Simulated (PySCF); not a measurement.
# CeH₃O₃: ligand-field states

Aim: compute the ligand-field states of CeH₃O₃.

Programs: PySCF 2.14.0, with routines of our own; each step states its level. All values are computed. Atoms count from 0.

## 1. The system as given

7 atoms, charge 0, states of the metal's open shell are computed; geometry from: model geometry, bond lengths from ionic radii.

## 2. Ligand-field states: state-averaged CASSCF

The job: settings as JSON, then the geometry in Å.

```
{"job": {"kind": "lf", "basis": {"metal": "x2c-TZVPall", "ligand": "x2c-SVPall"}, "nevpt": true}, "charge": 0, "metal": "Ce", "open_shell": "f1"}
Ce     0.000000     0.000000     0.000000
O      2.200000     0.000000     0.000000
H      2.740000     0.800000     0.000000
O     -1.100000     1.905256     0.000000
H     -2.062820     1.972910     0.000000
O     -1.100000    -1.905256     0.000000
H     -0.677180    -2.772910     0.000000
```

Method: state-averaged CASSCF of the metal f shell, SC-NEVPT2 on the averaged canonical orbitals, state-interaction spin-orbit coupling.

Started as:

```sh
OMP_NUM_THREADS=1 python lf_run.py task.json out
```

This one command runs all jobs of the session in turn.

The program printed:

```text
basis functions 161, electrons 85, active (1e, 7o)
stage 1: DIIS on the effective Fock matrix, level shift 0.30
cycle   1  E = -9082.9459065575  dE = -9.083e+03  max|g| = 4.606e-01
cycle   2  E = -9083.1825293011  dE = -2.366e-01  max|g| = 1.750e-01
cycle   3  E = -9083.1994172700  dE = -1.689e-02  max|g| = 5.802e-02
cycle   4  E = -9083.2032140871  dE = -3.797e-03  max|g| = 2.119e-02
cycle   5  E = -9083.2045868845  dE = -1.373e-03  max|g| = 1.456e-02
cycle   6  E = -9083.2053268349  dE = -7.400e-04  max|g| = 9.882e-03
cycle   7  E = -9083.2056497850  dE = -3.230e-04  max|g| = 7.124e-03
cycle   8  E = -9083.2058573121  dE = -2.075e-04  max|g| = 4.709e-03
cycle   9  E = -9083.2059708820  dE = -1.136e-04  max|g| = 3.038e-03
cycle  10  E = -9083.2060347467  dE = -6.386e-05  max|g| = 2.499e-03
cycle  11  E = -9083.2060631235  dE = -2.838e-05  max|g| = 2.171e-03
...
cycle  35  E = -9083.2060793879  dE =  6.694e-10  max|g| = 1.802e-04
cycle  36  E = -9083.2060793857  dE =  2.156e-09  max|g| = 2.044e-04
cycle  37  E = -9083.2060793822  dE =  3.462e-09  max|g| = 2.404e-04
cycle  38  E = -9083.2060793797  dE =  2.579e-09  max|g| = 2.542e-04
cycle  39  E = -9083.2060793761  dE =  3.582e-09  max|g| = 2.759e-04
cycle  40  E = -9083.2060793715  dE =  4.582e-09  max|g| = 3.008e-04
stage 2: quasi-Newton rotations from the point of smallest gradient
cycle  42  E = -9083.2060794060  dE = -2.578e-08  max|g| = 3.123e-05
cycle  43  E = -9083.2060794111  dE = -5.131e-09  max|g| = 1.351e-05
cycle  44  E = -9083.2060794129  dE = -1.748e-09  max|g| = 1.535e-05
cycle  45  E = -9083.2060794137  dE = -8.404e-10  max|g| = 7.374e-06
converged average energy = -9083.2060794137

 mult deg   label        CASSCF/cm-1   NEVPT2/cm-1
   2   1   2A''                0.0           0.0
   2   2   2E'               102.4          42.8
   2   2   2E''              288.2         266.8
   2   1   2A'              1560.8        1619.5
   2   1   2A'              1957.8        1894.2

spin-orbit levels / cm-1
      0.00  x2  2E' 0.56 2A'' 0.44
    187.40  x2  2E'' 0.67 2E' 0.33
   1332.28  x2  2E'' 0.45 2A' 0.30 2A' 0.25
   2339.15  x2  2A'' 0.56 2E' 0.44
   2429.69  x2  2E' 0.67 2E'' 0.33
   2976.70  x2  2E'' 0.55 2A' 0.28 2A' 0.17
   4083.90  x2  2A' 0.58 2A' 0.42
```

Wall time 22 s (1 thread of Arm Neoverse V2, shared host); peak memory 0.41 GiB.

Warnings kept with the result: spin Hamiltonian not valid, low-lying orbital states.

In short:

```tsv
quantity	value
spin-orbit constant ζ	667 cm⁻¹
```

Powder susceptibility:

```tsv
T (K)	χT (cm³ K/mol)	μ(eff)
2	0.428	1.85
5	0.436	1.87
10	0.449	1.90
20	0.476	1.95
30	0.502	2.00
50	0.553	2.10
75	0.606	2.20
100	0.643	2.27
150	0.684	2.34
200	0.704	2.37
250	0.716	2.39
300	0.725	2.41
```

The fields below are evaluated on a grid from the run's orbitals.

The spin density lies nearest to Ce0 99 %.

## 3. Ligand-field states: state-averaged CASSCF (shift 1.0)

The job: settings as JSON, then the geometry in Å.

```
{"job": {"kind": "lf", "basis": {"metal": "x2c-TZVPall", "ligand": "x2c-SVPall"}, "nevpt": true, "shift": 1.0}, "charge": 0, "metal": "Ce", "open_shell": "f1"}
Ce     0.000000     0.000000     0.000000
O      2.200000     0.000000     0.000000
H      2.740000     0.800000     0.000000
O     -1.100000     1.905256     0.000000
H     -2.062820     1.972910     0.000000
O     -1.100000    -1.905256     0.000000
H     -0.677180    -2.772910     0.000000
```

Level: state-averaged CASSCF of the metal f shell, SC-NEVPT2 on the averaged canonical orbitals, state-interaction spin-orbit coupling.

The program printed:

```text
basis functions 161, electrons 85, active (1e, 7o)
stage 1: DIIS on the effective Fock matrix, level shift 1.00
cycle   1  E = -9082.9459065575  dE = -9.083e+03  max|g| = 4.606e-01
cycle   2  E = -9083.1650683644  dE = -2.192e-01  max|g| = 1.451e-01
cycle   3  E = -9083.1894435893  dE = -2.438e-02  max|g| = 7.797e-02
cycle   4  E = -9083.1966843904  dE = -7.241e-03  max|g| = 4.572e-02
cycle   5  E = -9083.2007378638  dE = -4.053e-03  max|g| = 3.071e-02
cycle   6  E = -9083.2029900236  dE = -2.252e-03  max|g| = 2.646e-02
cycle   7  E = -9083.2042179273  dE = -1.228e-03  max|g| = 2.276e-02
cycle   8  E = -9083.2050039676  dE = -7.860e-04  max|g| = 1.937e-02
cycle   9  E = -9083.2054859718  dE = -4.820e-04  max|g| = 1.630e-02
cycle  10  E = -9083.2057319114  dE = -2.459e-04  max|g| = 1.378e-02
cycle  11  E = -9083.2058500141  dE = -1.181e-04  max|g| = 1.157e-02
...
cycle  33  E = -9083.2060792203  dE = -1.391e-07  max|g| = 2.229e-04
cycle  34  E = -9083.2060793084  dE = -8.813e-08  max|g| = 1.833e-04
cycle  35  E = -9083.2060793567  dE = -4.832e-08  max|g| = 1.504e-04
cycle  36  E = -9083.2060793824  dE = -2.568e-08  max|g| = 1.233e-04
cycle  37  E = -9083.2060793979  dE = -1.555e-08  max|g| = 1.008e-04
cycle  38  E = -9083.2060794041  dE = -6.203e-09  max|g| = 8.292e-05
cycle  39  E = -9083.2060794076  dE = -3.514e-09  max|g| = 6.803e-05
cycle  40  E = -9083.2060794087  dE = -1.035e-09  max|g| = 5.599e-05
stage 2: quasi-Newton rotations from the point of smallest gradient
cycle  42  E = -9083.2060794123  dE = -3.569e-09  max|g| = 1.788e-05
cycle  43  E = -9083.2060794135  dE = -1.213e-09  max|g| = 8.781e-06
converged average energy = -9083.2060794135

 mult deg   label        CASSCF/cm-1   NEVPT2/cm-1
   2   1   2A''                0.0           0.0
   2   2   2E'               102.4          42.9
   2   2   2E''              288.2         266.7
   2   1   2A'              1560.8        1619.5
   2   1   2A'              1957.9        1894.6

spin-orbit levels / cm-1
      0.00  x2  2E' 0.56 2A'' 0.44
    187.34  x2  2E'' 0.67 2E' 0.33
   1332.32  x2  2E'' 0.45 2A' 0.30 2A' 0.25
   2339.15  x2  2A'' 0.56 2E' 0.44
   2429.68  x2  2E' 0.67 2E'' 0.33
   2976.70  x2  2E'' 0.55 2A' 0.28 2A' 0.17
   4084.14  x2  2A' 0.58 2A' 0.42
```

Run time: 17 s. Hardware: 1 thread of Arm Neoverse V2, shared host; peak memory 0.42 GiB.

Warnings kept with the result: spin Hamiltonian not valid, low-lying orbital states.

Key values:

```tsv
quantity	value
spin-orbit constant ζ	667 cm⁻¹
```

Powder susceptibility:

```tsv
T (K)	χT (cm³ K/mol)	μ(eff)
2	0.428	1.85
20	0.476	1.95
100	0.643	2.27
300	0.725	2.41
```

## 4. Ligand-field states: state-averaged CASSCF (freeze False)

The job: settings as JSON, then the geometry in Å.

```
{"job": {"kind": "lf", "basis": {"metal": "x2c-TZVPall", "ligand": "x2c-SVPall"}, "nevpt": true, "freeze": false}, "charge": 0, "metal": "Ce", "open_shell": "f1"}
Ce     0.000000     0.000000     0.000000
O      2.200000     0.000000     0.000000
H      2.740000     0.800000     0.000000
O     -1.100000     1.905256     0.000000
H     -2.062820     1.972910     0.000000
O     -1.100000    -1.905256     0.000000
H     -0.677180    -2.772910     0.000000
```

With the program's defaults for keys left out, this is: state-averaged CASSCF of the metal f shell, SC-NEVPT2 on the averaged canonical orbitals, state-interaction spin-orbit coupling.

The program printed:

```text
basis functions 161, electrons 85, active (1e, 7o)
stage 1: DIIS on the effective Fock matrix, level shift 0.30
cycle   1  E = -9082.9459065575  dE = -9.083e+03  max|g| = 4.606e-01
cycle   2  E = -9083.1825293011  dE = -2.366e-01  max|g| = 1.750e-01
cycle   3  E = -9083.1994172700  dE = -1.689e-02  max|g| = 5.802e-02
cycle   4  E = -9083.2032140871  dE = -3.797e-03  max|g| = 2.119e-02
cycle   5  E = -9083.2045868845  dE = -1.373e-03  max|g| = 1.456e-02
cycle   6  E = -9083.2053268349  dE = -7.400e-04  max|g| = 9.882e-03
cycle   7  E = -9083.2056497850  dE = -3.230e-04  max|g| = 7.124e-03
cycle   8  E = -9083.2058573121  dE = -2.075e-04  max|g| = 4.709e-03
cycle   9  E = -9083.2059708820  dE = -1.136e-04  max|g| = 3.038e-03
cycle  10  E = -9083.2060347467  dE = -6.386e-05  max|g| = 2.499e-03
cycle  11  E = -9083.2060631235  dE = -2.838e-05  max|g| = 2.171e-03
...
cycle  35  E = -9083.2060793879  dE =  6.694e-10  max|g| = 1.802e-04
cycle  36  E = -9083.2060793857  dE =  2.156e-09  max|g| = 2.044e-04
cycle  37  E = -9083.2060793822  dE =  3.462e-09  max|g| = 2.404e-04
cycle  38  E = -9083.2060793797  dE =  2.579e-09  max|g| = 2.542e-04
cycle  39  E = -9083.2060793761  dE =  3.582e-09  max|g| = 2.759e-04
cycle  40  E = -9083.2060793715  dE =  4.582e-09  max|g| = 3.008e-04
stage 2: quasi-Newton rotations from the point of smallest gradient
cycle  42  E = -9083.2060794060  dE = -2.578e-08  max|g| = 3.123e-05
cycle  43  E = -9083.2060794111  dE = -5.131e-09  max|g| = 1.351e-05
cycle  44  E = -9083.2060794129  dE = -1.748e-09  max|g| = 1.535e-05
cycle  45  E = -9083.2060794137  dE = -8.404e-10  max|g| = 7.374e-06
converged average energy = -9083.2060794137

 mult deg   label        CASSCF/cm-1   NEVPT2/cm-1
   2   2   2E'                 0.0           0.0
   2   1   2A''             -102.4          12.3
   2   2   2E''              185.8         270.5
   2   1   2A'              1458.3        1717.8
   2   1   2A'              1855.4        1788.1

spin-orbit levels / cm-1
      0.00  x2  2E' 0.57 2A'' 0.43
    194.69  x2  2E'' 0.66 2E' 0.34
   1354.31  x2  2E'' 0.45 2A' 0.28 2A' 0.27
   2346.72  x2  2A'' 0.57 2E' 0.43
   2421.34  x2  2E' 0.66 2E'' 0.34
   3003.30  x2  2E'' 0.55 2A' 0.24 2A' 0.21
   4088.25  x2  2A' 0.52 2A' 0.48
```

Run time: 21 s. Hardware: 1 thread of Arm Neoverse V2, shared host; peak memory 0.42 GiB.

Key values:

```tsv
quantity	value
spin-orbit constant ζ	667 cm⁻¹
```

Powder susceptibility:

```tsv
T (K)	χT (cm³ K/mol)	μ(eff)
2	0.430	1.85
20	0.476	1.95
100	0.639	2.26
300	0.723	2.40
```

## 5. Ligand field across the series

From the NEVPT2 states (cm⁻¹; the spread is that of the fitted one-electron ligand-field levels):

```tsv
step	setting	ground state	next state	orbital spread	ζ	μ(eff), 300 K
2	as given	2A''	2E' at 43	1894	667	2.41
3	shift 1.0	2A''	2E' at 43	1895	667	2.41
4	freeze False	2E'	2A'' at 12	1788	667	2.40
```

## 6. Outcome

| quantity | value |
| --- | --- |
| spin-orbit constant ζ (step 2, state-averaged CASSCF) | 667 cm⁻¹ |
| ground multiplicity, μ(eff) at 300 K (step 2, 3 donors at 2.20 Å) | 2, 2.41 μB |
| ground multiplicity, μ(eff) at 300 K (step 3, 3 donors at 2.20 Å) | 2, 2.41 μB |
| ground multiplicity, μ(eff) at 300 K (step 4, 3 donors at 2.20 Å) | 2, 2.40 μB |

**Reading.** In step 2, χT goes from 0.43 at 2 K to 0.72 cm³ K/mol at 300 K, as higher levels fill or mix in. The spread of the ligand-field levels runs from 1788 cm⁻¹ (freeze False) to 1895 cm⁻¹ (shift 1.0); μ(eff) at 300 K: 2.40 to 2.41 μB.
